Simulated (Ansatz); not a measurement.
# CH6B2O (SMILES BB(C)O): a chain of runs

Wanted: a series of 18 runs (HF/STO-3G, UHF/STO-3G, HF/3-21G, UHF/3-21G, HF/6-31G*, UHF/6-31G*, B3LYP/6-31G*, PBE/def2-SVP, and more) of CH6B2O. 

The results are computed with Ansatz 0.2.0.

### Step 1. The structure to begin with

CH6B2O has 10 atoms, charge 0, and is taken as a singlet. As SMILES, `BB(C)O`. The coordinates come from a PBE0-D4/def2-TZVP relaxation. This is one conformer, not always the lowest. The run starts from this shape.

Bond lengths: B1–B2 1.681 Å, B2–C3 1.575 Å, B2–O4 1.367 Å, B1–H5 1.201 Å, B1–H6 1.200 Å, C3–H7 1.093 Å, C3–H8 1.094 Å, C3–H9 1.097 Å, O4–H10 0.959 Å. Some angles: B1–B2–C3 118.7°, B1–B2–O4 125.5°, C3–B2–O4 115.8°, B2–B1–H5 121.9°, B2–B1–H6 122.5°, B2–C3–H7 113.8°, B2–C3–H8 111.5°, B2–C3–H9 108.5°, B2–O4–H10 114.4°, H5–B1–H6 115.4°.

### Step 2. A structure relaxation at HF/STO-3G (start density atoms) (run 1)

job.yaml reads:

```yaml
crystal:
  periodic: [false, false, false]
  atoms:
    - symbol: B
      position_ang: [-1.157400, 0.826800, -0.622100]
    - symbol: B
      position_ang: [0.289400, 0.045900, -0.271000]
    - symbol: C
      position_ang: [0.377300, -0.834700, 1.032200]
    - symbol: O
      position_ang: [1.432600, 0.117800, -1.017900]
    - symbol: H
      position_ang: [-2.010400, 0.312100, -1.292200]
    - symbol: H
      position_ang: [-1.440400, 1.898900, -0.162200]
    - symbol: H
      position_ang: [-0.546500, -1.371000, 1.265900]
    - symbol: H
      position_ang: [1.200400, -1.552500, 0.975700]
    - symbol: H
      position_ang: [0.572700, -0.174500, 1.886700]
    - symbol: H
      position_ang: [1.365300, 0.679800, -1.792300]
basis:
  gaussian:
    orbitals: STO-3G
hamiltonian:
  xc: hf
relax:
  f_tol: 0.002
output:
  orbitals: {seedname: orbitals}
```

Started as:

```
ansatz run job.yaml --threads 1 --pin off --max-ram 3480MiB --events-out events.jsonl --progress --plain --runs-dir runs
```

Output, shortened:

```text
Warning: RAYON_NUM_THREADS=1 ignored (pool sized by the plan → 1); use --threads N
[...]
Functional definition: HF
  name "HF"
[...]
386 factors; integrals over basis functions are off by at most 2.0e-5 eV
[...]
mean field -4449.23843104 eV, -163.5064965386 hartree, gradient 1.5e-5 eV, S^2 0.000000; 0 other end points of the search recorded, 0 dependent functions left out
[...]
reference -4449.23843104 eV, -163.5064965386 hartree; 15, 15 occupied and 11, 11 virtual orbitals, 386 factors
relax step   1: F+E_penalty+E_count = -4449.23843104 eV  Δ(F+E_penalty+E_count) = +0.000e0 eV  max|allowed force component| = 2.024e0 eV/Å  Δτ_max = 0.0000 Å  (27 SCF iters, accepted)
[...]
relax step   6: F+E_penalty+E_count = -4449.33907200 eV  Δ(F+E_penalty+E_count) = -8.725e-4 eV  max|allowed force component| = 5.890e-2 eV/Å  Δτ_max = 0.0415 Å  (24 SCF iters, accepted)
[...]
relax step  11: F+E_penalty+E_count = -4449.34124614 eV  Δ(F+E_penalty+E_count) = -3.184e-4 eV  max|allowed force component| = 2.650e-2 eV/Å  Δτ_max = 0.0307 Å  (26 SCF iters, accepted)
[...]
relax step  16: F+E_penalty+E_count = -4449.34179158 eV  Δ(F+E_penalty+E_count) = -6.463e-5 eV  max|allowed force component| = 2.812e-2 eV/Å  Δτ_max = 0.0033 Å  (28 SCF iters, accepted)
[...]
relax step  21: F+E_penalty+E_count = -4449.34199163 eV  Δ(F+E_penalty+E_count) = -4.261e-6 eV  max|allowed force component| = 6.707e-3 eV/Å  Δτ_max = 0.0028 Å  (28 SCF iters, accepted)
[...]
relax step  23: F+E_penalty+E_count = -4449.34199584 eV  Δ(F+E_penalty+E_count) = -1.644e-6 eV  max|allowed force component| = 1.067e-3 eV/Å  Δτ_max = 0.0005 Å  (28 SCF iters, accepted)
386 factors; integrals over basis functions are off by at most 4.0e-5 eV
mean field -4449.34199584 eV, -163.5103024748 hartree, gradient 2.7e-5 eV, S^2 0.000000; 1 other end points of the search recorded, 0 dependent functions left out
[...]
reference -4449.34199584 eV, -163.5103024748 hartree; 15, 15 occupied and 11, 11 virtual orbitals, 386 factors
Total energy: -4449.34199584 eV, -163.5103024748 hartree
Atom 0 at    -1.133182     0.882354    -0.586427 Å, force    -0.000392     0.000353    -0.000818 eV/Å
Atom 1 at     0.285511     0.041209    -0.276345 Å, force     0.000536    -0.000641     0.000366 eV/Å
Atom 2 at     0.389044    -0.833807     1.048103 Å, force     0.000386     0.000193    -0.000093 eV/Å
Atom 3 at     1.375924     0.038581    -1.068108 Å, force    -0.001067     0.001053    -0.000234 eV/Å
Atom 4 at    -2.010606     0.402752    -1.178303 Å, force     0.000244    -0.000013     0.000563 eV/Å
Atom 5 at    -1.298101     1.965301    -0.198868 Å, force     0.000000     0.000068    -0.000204 eV/Å
Atom 6 at    -0.383699    -1.595721     1.068094 Å, force    -0.000364    -0.000258    -0.000149 eV/Å
Atom 7 at     1.349557    -1.327981     1.137113 Å, force     0.000179    -0.000133    -0.000096 eV/Å
Atom 8 at     0.245873    -0.216910     1.929581 Å, force     0.000005    -0.000018     0.000287 eV/Å
Atom 9 at     1.262678     0.592823    -1.872040 Å, force     0.000473    -0.000604     0.000378 eV/Å
Dipole moment:    -0.059174     0.155322    -0.205231 e Å
```

Wall time 15 s (1 thread of Arm Neoverse V1, shared host); peak memory 0.1 GiB.

Step by step:

| step | energy from the first frame kept (eV) | largest force (eV/Å) |
| --- | --- | --- |
| 1 | 0.0000 | 2.4070 |
| 2 | -0.0948 | 0.3281 |
| 3 | -0.0915 | 0.4946 |
| 4 | -0.0994 | 0.0377 |
| 5 | -0.0998 | 0.0476 |
| 6 | -0.1006 | 0.0619 |
| 7 | -0.1011 | 0.1230 |
| 8 | -0.1016 | 0.0707 |
| 9 | -0.1025 | 0.0240 |
| 10 | -0.1013 | 0.2267 |
| 11 | -0.1028 | 0.0339 |
| 12 | -0.1024 | 0.1570 |
| 13 | -0.0998 | 0.2444 |
| 14 | -0.1031 | 0.0096 |
| 15 | -0.1033 | 0.0580 |
| 16 | -0.1034 | 0.0359 |
| 17 | -0.1034 | 0.0417 |
| 18 | -0.1035 | 0.0231 |
| 19 | -0.1035 | 0.0184 |
| 20 | -0.1036 | 0.0090 |
| 21 | -0.1036 | 0.0082 |
| 22 | -0.1036 | 0.0062 |
| 23 | -0.1036 | 0.0015 |

After the run. Bond lengths: B1–B2 1.678 Å, B2–C3 1.591 Å, B2–O4 1.348 Å, B1–H5 1.162 Å, B1–H6 1.162 Å, C3–H7 1.085 Å, C3–H8 1.084 Å, C3–H9 1.085 Å, O4–H10 0.983 Å. Some angles: B1–B2–C3 119.0°, B1–B2–O4 125.2°, C3–B2–O4 115.8°, B2–B1–H5 121.7°, B2–B1–H6 121.7°, B2–C3–H7 110.8°, B2–C3–H8 112.1°, B2–C3–H9 110.8°, B2–O4–H10 112.7°, H5–B1–H6 116.6°.

### Step 3. Vibrational wavenumbers at HF/STO-3G (start density atoms) (run 2)

input.yaml reads:

```yaml
crystal:
  periodic: [false, false, false]
  atoms:
    - {symbol: B, position_ang: [-1.133182, 0.882354, -0.586427]}
    - {symbol: B, position_ang: [0.285511, 0.041209, -0.276345]}
    - {symbol: C, position_ang: [0.389044, -0.833807, 1.048103]}
    - {symbol: O, position_ang: [1.375924, 0.038581, -1.068108]}
    - {symbol: H, position_ang: [-2.010606, 0.402752, -1.178303]}
    - {symbol: H, position_ang: [-1.298101, 1.965301, -0.198868]}
    - {symbol: H, position_ang: [-0.383699, -1.595721, 1.068094]}
    - {symbol: H, position_ang: [1.349557, -1.327981, 1.137113]}
    - {symbol: H, position_ang: [0.245873, -0.216910, 1.929581]}
    - {symbol: H, position_ang: [1.262678, 0.592823, -1.872040]}
basis:
  gaussian:
    orbitals: STO-3G
hamiltonian:
  xc: hf
phonons:
  temperatures: {t_min: 298.15, t_max: 298.15, t_step: 1}
```

Started as:

```
ansatz run input.yaml --threads 1 --pin off --max-ram 3480MiB --events-out events.jsonl --progress --plain --runs-dir runs
```

Output, shortened:

```text
Warning: RAYON_NUM_THREADS=1 ignored (pool sized by the plan → 1); use --threads N
[... 2 set-up lines as earlier in the session ...]
[...]
387 factors; integrals over basis functions are off by at most 3.9e-5 eV
[...]
mean field -4449.34201661 eV, -163.5103032382 hartree, gradient 1.1e-5 eV, S^2 0.000000; 0 other end points of the search recorded, 0 dependent functions left out
[...]
reference -4449.34201661 eV, -163.5103032382 hartree; 15, 15 occupied and 11, 11 virtual orbitals, 387 factors
[...]
387 factors; integrals over basis functions are off by at most 3.9e-5 eV
[...]
mean field -4449.34186632 eV, -163.5102977152 hartree, gradient 2.0e-6 eV, S^2 0.000000; 0 other end points of the search recorded, 0 dependent functions left out
[...]
reference -4449.34186632 eV, -163.5102977152 hartree; 15, 15 occupied and 11, 11 virtual orbitals, 387 factors
[...]
387 factors; integrals over basis functions are off by at most 3.9e-5 eV
[...]
Atom 2 at     0.389044    -0.833807     1.048103 Å, force     0.000399     0.000233    -0.000089 eV/Å
Atom 3 at     1.375924     0.038581    -1.068108 Å, force    -0.001075     0.001056    -0.000228 eV/Å
Atom 4 at    -2.010606     0.402752    -1.178303 Å, force     0.000261    -0.000006     0.000566 eV/Å
Atom 5 at    -1.298101     1.965301    -0.198868 Å, force     0.000011     0.000056    -0.000160 eV/Å
Atom 6 at    -0.383699    -1.595721     1.068094 Å, force    -0.000387    -0.000285    -0.000150 eV/Å
Atom 7 at     1.349557    -1.327981     1.137113 Å, force     0.000182    -0.000135    -0.000093 eV/Å
Atom 8 at     0.245873    -0.216910     1.929581 Å, force    -0.000022     0.000018     0.000256 eV/Å
Atom 9 at     1.262678     0.592823    -1.872040 Å, force     0.000466    -0.000597     0.000371 eV/Å
Dipole moment:    -0.059172     0.155321    -0.205231 e Å
Vibrations: 74.24 247.92 266.02 417.01 422.31 703.40 793.00 886.72 1015.31 1125.48 1133.74 1200.22 1459.10 1541.78 1618.46 1703.47 1841.21 1841.75 3162.46 3299.95 3552.49 3721.28 3742.14 4293.45 cm⁻¹, zero-point energy 2.483583 eV
```

Run time: 22 s. Hardware: 1 thread of Arm Neoverse V1, shared host; peak memory 0.081 GiB.

Runs 3 to 11 aren't shown in full; the table further down has their settings and results.

### Step 4. The doublet cation: a structure relaxation at UHF/6-31G(d) (Cartesian functions, start density atoms) (run 12)

in.yaml reads:

```yaml
crystal:
  periodic: [false, false, false]
  atoms:
    - symbol: B
      position_ang: [-1.178511, 0.853713, -0.633760]
    - symbol: B
      position_ang: [0.287103, 0.037557, -0.262781]
    - symbol: C
      position_ang: [0.397323, -0.850174, 1.051854]
    - symbol: O
      position_ang: [1.411721, 0.112930, -1.026970]
    - symbol: H
      position_ang: [-2.028704, 0.353411, -1.308079]
    - symbol: H
      position_ang: [-1.432771, 1.938486, -0.202396]
    - symbol: H
      position_ang: [-0.500850, -1.430103, 1.253871]
    - symbol: H
      position_ang: [1.244432, -1.528722, 1.010313]
    - symbol: H
      position_ang: [0.541801, -0.199359, 1.915241]
    - symbol: H
      position_ang: [1.341456, 0.660860, -1.794494]
basis:
  gaussian:
    orbitals: "6-31G*"
total_charge: 1
magnetization:
  spin_polarized: true
  initial_magnetization: 1
hamiltonian:
  xc: hf
relax: {}
```

Started as:

```
ansatz run in.yaml --threads 1 --pin off --max-ram 3480MiB --events-out events.jsonl --progress --plain --runs-dir runs
```

Output, shortened:

```text
Warning: RAYON_NUM_THREADS=1 ignored (pool sized by the plan → 1); use --threads N
[...]
[... 2 set-up lines as earlier in the session ...]
[...]
834 factors; integrals over basis functions are off by at most 3.8e-4 eV
[...]
mean field -4496.92937140 eV, -165.2591062708 hartree, gradient 1.8e-5 eV, S^2 0.768862; 0 other end points of the search recorded, 0 dependent functions left out
[...]
reference -4496.92937140 eV, -165.2591062708 hartree; 15, 14 occupied and 57, 58 virtual orbitals, 834 factors
relax step   1: F+E_penalty+E_count = -4496.92937140 eV  Δ(F+E_penalty+E_count) = +0.000e0 eV  max|allowed force component| = 6.480e0 eV/Å  Δτ_max = 0.0000 Å  (61 SCF iters, accepted)
[...]
relax step   8: F+E_penalty+E_count = -4498.02260173 eV  Δ(F+E_penalty+E_count) = -6.306e-4 eV  max|allowed force component| = 2.715e-2 eV/Å  Δτ_max = 0.0184 Å  (31 SCF iters, accepted)
[...]
Total energy: -4498.02677154 eV, -165.2994349820 hartree
Atom 0 at    -1.299894     0.681557    -0.584536 Å, force     0.002311     0.006200    -0.001632 eV/Å
Atom 1 at     0.528755     0.072986    -0.304354 Å, force    -0.004615    -0.002248     0.002447 eV/Å
Atom 2 at     0.292791    -0.739400     1.021107 Å, force     0.001373     0.003775    -0.000295 eV/Å
Atom 3 at     1.529918     0.335398    -1.061643 Å, force     0.002137     0.000915    -0.000795 eV/Å
Atom 4 at    -1.895505    -0.115043    -1.208235 Å, force    -0.001146    -0.005594    -0.001294 eV/Å
Atom 5 at    -1.480299     1.689372    -0.009757 Å, force     0.002215     0.000097     0.000875 eV/Å
Atom 6 at    -0.719386    -0.780329     1.406774 Å, force    -0.008890     0.000440     0.002781 eV/Å
Atom 7 at     0.628778    -1.755045     0.825891 Å, force     0.003198    -0.009504    -0.003175 eV/Å
Atom 8 at     0.932553    -0.291822     1.778125 Å, force     0.003890     0.003300     0.003943 eV/Å
Atom 9 at     1.565290     0.850924    -1.860575 Å, force    -0.000473     0.002618    -0.002854 eV/Å
Dipole moment:    -0.466466     0.311708    -0.309140 e Å
```

Wall time 47 s (1 thread of Arm Neoverse V1, shared host); peak memory 0.13 GiB.

The path in brief:

| step | energy from the first frame kept (eV) | largest force (eV/Å) |
| --- | --- | --- |
| 1 | 0.0000 | 6.8447 |
| 3 | -0.9902 | 0.9508 |
| 5 | -1.0769 | 0.3893 |
| 7 | -1.0926 | 0.0608 |
| 9 | -1.0939 | 0.0152 |
| 11 | -1.0942 | 0.0158 |
| 13 | -1.0934 | 0.1377 |
| 15 | -1.0950 | 0.0726 |
| 17 | -1.0956 | 0.0768 |
| 19 | -1.0961 | 0.0995 |
| 21 | -1.0968 | 0.0407 |
| 23 | -1.0703 | 0.6541 |
| 25 | -1.0971 | 0.0224 |
| 27 | -1.0973 | 0.0475 |
| 29 | -1.0974 | 0.0228 |
| 30 | -1.0974 | 0.0105 |

After the run. Bond lengths: B1–B2 1.948 Å, B2–C3 1.572 Å, B2–O4 1.282 Å, B1–H5 1.174 Å, B1–H6 1.174 Å, C3–H7 1.084 Å, C3–H8 1.087 Å, C3–H9 1.088 Å, O4–H10 0.951 Å. Some angles: B1–B2–C3 98.2°, B1–B2–O4 125.7°, C3–B2–O4 136.1°, B2–B1–H5 109.9°, B2–B1–H6 110.0°, B2–C3–H7 117.4°, B2–C3–H8 106.5°, B2–C3–H9 106.6°, B2–O4–H10 129.5°, H5–B1–H6 139.9°.

Runs 13 to 17 aren't shown in full; the table further down has their settings and results.

### Step 5. The harmonic vibrations at MP2/6-31G(d) (Cartesian functions, start density atoms) (run 18)

run.yaml reads:

```yaml
crystal:
  periodic: [false, false, false]
  atoms:
    - {symbol: B, position_ang: [-1.145341, 0.888569, -0.596512]}
    - {symbol: B, position_ang: [0.286340, 0.034811, -0.266752]}
    - {symbol: C, position_ang: [0.395040, -0.835845, 1.049364]}
    - {symbol: O, position_ang: [1.405553, 0.032110, -1.070633]}
    - {symbol: H, position_ang: [-2.058806, 0.399435, -1.199165]}
    - {symbol: H, position_ang: [-1.335341, 2.001353, -0.193406]}
    - {symbol: H, position_ang: [-0.389158, -1.600812, 1.084351]}
    - {symbol: H, position_ang: [1.366689, -1.332949, 1.118866]}
    - {symbol: H, position_ang: [0.258578, -0.216306, 1.943303]}
    - {symbol: H, position_ang: [1.299448, 0.578235, -1.866615]}
basis:
  gaussian:
    orbitals: "6-31G*"
correlation:
  method: mp2
phonons:
  temperatures: {t_min: 298.15, t_max: 298.15, t_step: 1}
```

Started as:

```
ansatz run run.yaml --threads 1 --pin off --max-ram 3480MiB --events-out events.jsonl --progress --plain --runs-dir runs
```

Output, shortened:

```text
Warning: RAYON_NUM_THREADS=1 ignored (pool sized by the plan → 1); use --threads N
[... 2 set-up lines as earlier in the session ...]
[...]
835 factors; integrals over basis functions are off by at most 4.0e-4 eV
[...]
mean field -4506.35861627 eV, -165.6056246284 hartree, gradient 1.2e-6 eV, S^2 0.000000; 0 other end points of the search recorded, 0 dependent functions left out
4 core orbitals not correlated: weight in the atoms' cores, before any rotation towards them, 1.000 or more for the frozen orbitals, at most 0.000 for the correlated occupied ones
reference -4506.35861627 eV, -165.6056246284 hartree; 11, 11 occupied and 57, 57 virtual orbitals, 835 factors
second order -12.41516559 eV of doubles, -0.00000000 eV of singles
[...]
835 factors; integrals over basis functions are off by at most 4.0e-4 eV
[...]
Atom 3 at     1.405553     0.032110    -1.070633 Å, force    -0.000395    -0.000457    -0.000624 eV/Å
Atom 4 at    -2.058806     0.399435    -1.199165 Å, force     0.000054     0.000307    -0.000345 eV/Å
Atom 5 at    -1.335341     2.001353    -0.193406 Å, force     0.000460    -0.000231    -0.000537 eV/Å
Atom 6 at    -0.389158    -1.600812     1.084351 Å, force     0.000571     0.000538    -0.000007 eV/Å
Atom 7 at     1.366689    -1.332949     1.118866 Å, force    -0.000567     0.000475    -0.000237 eV/Å
Atom 8 at     0.258578    -0.216306     1.943303 Å, force     0.000051     0.000015    -0.000602 eV/Å
Atom 9 at     1.299448     0.578235    -1.866615 Å, force     0.000311    -0.000118     0.000271 eV/Å
Dipole moment:    -0.060270     0.149043    -0.193639 e Å
Vibrations: 21.00 204.88 215.72 337.40 374.99 594.82 686.45 749.32 836.15 953.27 980.90 1012.88 1214.13 1271.48 1361.49 1404.10 1532.33 1538.72 2651.28 2720.89 3091.27 3169.79 3196.48 3784.46 cm⁻¹, zero-point energy 2.101792 eV
Checks for a lower state left out: cluster_reference
```

It took 1.8 min on 1 thread of Arm Neoverse V1, shared host; peak memory 0.14 GiB.

### Step 6. The series

| run | level | task | walk f tol | partner | energy (Eh) | dipole moment (D) | wall time |
| --- | --- | --- | --- | --- | --- | --- | --- |
| 1 | HF/STO-3G (start density atoms) | optimise | 0.002 | base | -163.510302 | 1.27 | 15 s |
| 2 | HF/STO-3G (start density atoms) | frequencies | – | base | -163.510303 | 1.27 | 22 s |
| 3 | UHF/STO-3G (start density atoms) | energy | – | cation | -163.205309 | – | 0.36 s |
| 4 | UHF/STO-3G (start density atoms) | optimise | – | cation | -163.239803 | – | 6.9 s |
| 5 | HF/3-21G (start density atoms) | optimise | 0.002 | base | -164.697962 | 1.47 | 22 s |
| 6 | HF/3-21G (start density atoms) | frequencies | – | base | -164.697962 | 1.47 | 23 s |
| 7 | UHF/3-21G (start density atoms) | energy | – | cation | -164.343752 | – | 0.44 s |
| 8 | UHF/3-21G (start density atoms) | optimise | – | cation | -164.383663 | – | 15 s |
| 9 | HF/6-31G* (Cartesian functions, start density atoms) | optimise | 0.002 | base | -165.606885 | 1.27 | 27 s |
| 10 | HF/6-31G* (Cartesian functions, start density atoms) | frequencies | – | base | -165.606885 | 1.27 | 59 s |
| 11 | UHF/6-31G* (Cartesian functions, start density atoms) | energy | – | cation | -165.259105 | – | 1 s |
| 12 | UHF/6-31G* (Cartesian functions, start density atoms) | optimise | – | cation | -165.299435 | – | 47 s |
| 13 | B3LYP/6-31G* (Cartesian functions, start density atoms) | optimise | 0.002 | base | -166.656649 | 1.08 | 2 min |
| 14 | B3LYP/6-31G* (Cartesian functions, start density atoms) | frequencies | – | base | -166.656649 | 1.08 | 1.9 min |
| 15 | PBE/def2-SVP (start density atoms) | optimise | 0.002 | base | -166.292509 | 0.97 | 65 s |
| 16 | PBE/def2-SVP (start density atoms) | frequencies | – | base | -166.292509 | 0.97 | 82 s |
| 17 | MP2/6-31G* (Cartesian functions, start density atoms) | optimise | 0.002 | base | -166.061873 | 1.21 | 1.7 min |
| 18 | MP2/6-31G* (Cartesian functions, start density atoms) | frequencies | – | base | -166.061874 | 1.21 | 1.8 min |

### Step 7. Results

| quantity | value |
| --- | --- |
| run 18, MP2/6-31G*: total energy | -166.06187 Eh |
| run 18, MP2/6-31G*: dipole moment (correlated density) | 1.21 D |
| run 18, MP2/6-31G*: correlation energy (4 core orbitals frozen) | -456.2 mEh |
| run 18, MP2/6-31G*: largest force on an atom | 0.002 eV/Å |
| run 18, MP2/6-31G*: lowest harmonic wavenumber | 21 cm⁻¹ |
| run 18, MP2/6-31G*: highest harmonic wavenumber | 3784 cm⁻¹ |
| run 18, MP2/6-31G*: zero-point energy | 202.8 kJ/mol |
| vertical ionisation energy (to the doublet cation), HF/STO-3G | 8.299 eV |
| vertical ionisation energy (to the doublet cation), HF/3-21G | 9.639 eV |
| vertical ionisation energy (to the doublet cation), HF/6-31G* | 9.464 eV |
| adiabatic ionisation energy (to the doublet cation, no zero-point term), HF/STO-3G | 7.361 eV |
| adiabatic ionisation energy (to the doublet cation, no zero-point term), HF/3-21G | 8.553 eV |
| adiabatic ionisation energy (to the doublet cation, no zero-point term), HF/6-31G* | 8.366 eV |

At HF/STO-3G: the vertical ionisation energy comes to 8.30 eV (801 kJ/mol). In a minimal basis such a difference can be off by several eV, whatever the method. At HF/3-21G: the vertical ionisation energy comes to 9.64 eV (930 kJ/mol). At HF/6-31G*: removing an electron at fixed nuclei costs 9.46 eV (218 kcal/mol). At HF/STO-3G: the adiabatic ionisation energy (to the doublet cation, no zero-point term) is 7.36 eV (170 kcal/mol). At HF/3-21G: the adiabatic ionisation energy (to the doublet cation, no zero-point term) is 8.55 eV (825 kJ/mol). Totals of different functionals can't be ranked against each other. In runs 1, 2, 3, 4 the basis is minimal, so the values are rough. All runs together took 14 min, the longest 2 min.
